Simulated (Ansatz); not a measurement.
Run this with Ansatz's Python interface and show what comes out.

`md.py`:
```python
"""A short Born-Oppenheimer trajectory of CH5AlO2."""

import ansatz as az
import numpy as np

geometry_ang = [
    ("C", [-1.1782, 0.4907, 0.5692]),
    ("O", [-0.1774, 1.1904, -0.099]),
    ("Al", [0.9077, -0.0563, -0.9073]),
    ("O", [2.42, -0.7526, 0.0472]),
    ("H", [-1.8786, 1.2918, 1.009]),
    ("H", [-1.8511, -0.0264, -0.1617]),
    ("H", [-0.8204, -0.121, 1.3744]),
    ("H", [0.698, -0.5235, -2.3958]),
    ("H", [1.9685, -1.5394, 0.5468]),
]
molecule = az.Crystal.molecule()
for symbol, xyz in geometry_ang:
    molecule = molecule.atom(symbol, xyz)

job = molecule.calculation()
job = job.basis(gaussian="6-31G*").functional("b3lyp", dispersion="d4")
symbols = [site.symbol for site in molecule.cartesian_sites]
start = np.array([site.position_ang for site in molecule.cartesian_sites], dtype=float)
data = job.relax(force_tolerance=0.02).run(threads=1, backend="cpu").report
end = np.array(data["positions_ang"])
minimum = az.Crystal.molecule()
for symbol, place in zip(symbols, end):
    minimum = minimum.atom(symbol, place.tolist())

# dynamics from the relaxed geometry
job = minimum.calculation()
job = job.basis(gaussian="6-31G*")
job = job.functional("b3lyp", dispersion="d4")
job = job.md("nvt_langevin", timestep=0.5, steps=40, temperature=200, initial_velocities="maxwell_boltzmann", seed=98, friction=0.01)
frames = []
res = job.session().plan().execute(on_event=lambda e: frames.append(e["data"]) if e["event"] == "md_step" else None)
print("t (fs)   E_pot (eV)      E_kin (eV)   T (K)   d(0-1) (A)")
for f in frames[::2]:
    xyz = np.array(f["positions_ang"])
    print(f"{f['time_fs']:6.2f} {f['lagrangian_ev']:14.5f} {f['e_kin_ev']:10.5f} {f['temperature_k']:8.1f} {np.linalg.norm(xyz[0] - xyz[1]):9.4f}")
print("mean temperature", round(float(np.mean([f["temperature_k"] for f in frames])), 1), "K")
```

```console
$ python md.py
t (fs)   E_pot (eV)      E_kin (eV)   T (K)   d(0-1) (A)
  0.00   -11812.03470    0.20682    177.8    1.4099
  1.00   -11812.01092    0.16941    145.6    1.4109
  2.00   -11811.96725    0.12903    110.9    1.4127
  3.00   -11811.95537    0.11114     95.5    1.4153
  4.00   -11811.97522    0.12432    106.9    1.4193
  5.00   -11811.98659    0.14628    125.7    1.4231
  6.00   -11811.97098    0.14301    122.9    1.4267
  7.00   -11811.94095    0.11680    100.4    1.4302
  8.00   -11811.92567    0.10455     89.9    1.4331
  9.00   -11811.93665    0.11584     99.6    1.4353
 10.00   -11811.95654    0.13311    114.4    1.4361
 11.00   -11811.95741    0.12738    109.5    1.4359
 12.00   -11811.93919    0.10897     93.7    1.4367
 13.00   -11811.92222    0.09847     84.6    1.4376
 14.00   -11811.92184    0.10232     88.0    1.4378
 15.00   -11811.93500    0.10845     93.2    1.4374
 16.00   -11811.95239    0.13092    112.5    1.4352
 17.00   -11811.95883    0.15941    137.0    1.4320
 18.00   -11811.94814    0.14651    125.9    1.4282
 19.00   -11811.93755    0.13951    119.9    1.4238
 20.00   -11811.94463    0.14220    122.2    1.4187
mean temperature 112.2 K
```

What to keep in mind:
- Total energies depend on the basis set; only differences at equal settings carry meaning.
- The trajectory is only some femtoseconds long, so its temperature is not equilibrated; where the script doesn't relax first, it starts from a rough generated geometry.
- b3lyp holds the VWN-RPA fit, as in Gaussian; the form of ORCA and Turbomole is b3lyp5.
- The printed temperature counts all 3N degrees of freedom under Langevin dynamics, so the first row lies under the target.
- Timing: 2.8 min on 1 thread of Arm Neoverse V1, on a shared host, peak memory 0.22 GiB.

(Lines on the test bed's own set-up are left out of the output.)
